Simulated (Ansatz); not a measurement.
# C3H9BS: up Jacob's ladder to CCSD(T)

How much do the methods differ for C3H9BS? The plan is to run it at one geometry with functionals of several rungs and with coupled cluster. The yardstick is the atomisation energy at the CCSD(T) limit.

Program: Ansatz 0.2.0, Gaussian basis. Level of theory: functionals in def2-TZVPP, the program's frozen cores in correlated methods. These are calculated values, not measurements.

The runs, in order: PBE-D4, r2SCAN-D4, PBE0-D4, B3LYP-D4, ωB97X-V, ωB97M-V, B2PLYP; CCSD(T)/def2-TZVPP; MP2/def2-QZVPP; extrapolation to the limit.

## Step 1: The relaxed structure

All runs share one geometry, relaxed beforehand with PBE0-D4 in a triple-zeta def2 set.

SMILES `CBSCC`, 14 atoms, charge 0, spin multiplicity 1.

Atoms are counted from 1 here; the program's logs count them from 0.

Bond lengths: C1–B2 1.561 Å, C1–H6 1.092 Å, C1–H7 1.096 Å, C1–H8 1.096 Å, B2–S3 1.768 Å, B2–H9 1.199 Å, S3–C4 1.822 Å, C4–C5 1.514 Å, C4–H10 1.090 Å, C4–H11 1.090 Å, C5–H12 1.092 Å, C5–H13 1.092 Å, C5–H14 1.093 Å. Angles: B2–C1–H6 114.9°, B2–C1–H7 109.6°, B2–C1–H8 109.7°, H6–C1–H7 108.4°, H6–C1–H8 108.4°, H7–C1–H8 105.4°, C1–B2–S3 120.3°, C1–B2–H9 121.6°, S3–B2–H9 118.1°, B2–S3–C4 104.8°, S3–C4–C5 110.3°, S3–C4–H10 108.0°, S3–C4–H11 108.0°, C5–C4–H10 111.1°, C5–C4–H11 111.1°, H10–C4–H11 108.2°, C4–C5–H12 111.2°, C4–C5–H13 111.2° and more.

## Step 2: PBE-D4 (GGA)

in.yaml reads:

```yaml
crystal:
  periodic: [false, false, false]
  atoms:
    - {symbol: C, position_ang: [-2.622816, 0.572966, -1.158495]}
    - {symbol: B, position_ang: [-1.401404, -0.174183, -0.537550]}
    - {symbol: S, position_ang: [0.060014, 0.718762, -0.098687]}
    - {symbol: C, position_ang: [1.191132, -0.541508, 0.573351]}
    - {symbol: C, position_ang: [2.495697, 0.098115, 1.000400]}
    - {symbol: H, position_ang: [-2.485939, 1.647818, -1.290307]}
    - {symbol: H, position_ang: [-3.509589, 0.411426, -0.534699]}
    - {symbol: H, position_ang: [-2.868413, 0.133507, -2.132146]}
    - {symbol: H, position_ang: [-1.420988, -1.357193, -0.343542]}
    - {symbol: H, position_ang: [1.356008, -1.292543, -0.199737]}
    - {symbol: H, position_ang: [0.695179, -1.023807, 1.416102]}
    - {symbol: H, position_ang: [2.992512, 0.584021, 0.157894]}
    - {symbol: H, position_ang: [2.332123, 0.852022, 1.773447]}
    - {symbol: H, position_ang: [3.173483, -0.658501, 1.402868]}
basis:
  gaussian: {orbitals: def2-TZVPP}
hamiltonian: {xc: pbe, dispersion: d4}
output: {forces: true, orbitals: {seedname: orbitals}}
```

Launch:

```sh
$ ansatz run in.yaml --threads 4 --pin off --events-out ev --progress --plain --max-ram 10444MiB
```

After this run come: r2SCAN-D4 (meta-GGA); PBE0-D4 (hybrid); B3LYP-D4 (hybrid); ωB97X-V (range-separated); ωB97M-V (range-separated); B2PLYP (double hybrid); CCSD(T) in def2-TZVPP; MP2 in def2-QZVPP.

Before running them: what should the planned runs give, taken together? Wanted: atomisation energy, CCSD(T)/CBS; farthest; mean size of error, hybrid; mean size of error, range-separated; gap, smallest and largest; T1 diagnostic; triples share of the correlation energy.

The runs gave:

| quantity | value |
| --- | --- |
| atomisation energy, CCSD(T)/CBS | 1268.3 kcal/mol |
| functionals within 6.3 kcal/mol (0.5 %) | B3LYP-D4, ωB97X-V |
| farthest | PBE-D4 (+24.9 kcal/mol) |
| mean size of error, hybrid | 8.4 kcal/mol |
| mean size of error, range-separated | 6.7 kcal/mol |
| gap, smallest and largest | 4.72 eV (PBE-D4), 11.24 eV (ωB97X-V) |
| T1 diagnostic | 0.0120 |
| triples share of the correlation energy | 4.0 % |

PBE-D4 is off by +24.9 kcal/mol. Double hybrids carry the basis error of their MP2 part in triple zeta, and no dispersion term here, so their miss is partly the set-up's. Misses under about 6.3 kcal/mol are within the doubt on the reference itself, which lacks core-valence correlation, relativity and higher excitations. Hartree-Fock recovers 76 % of the binding; the rest is correlation. The gap grows from 4.7 to 11.2 eV across the functionals, mostly with the share of exact exchange.
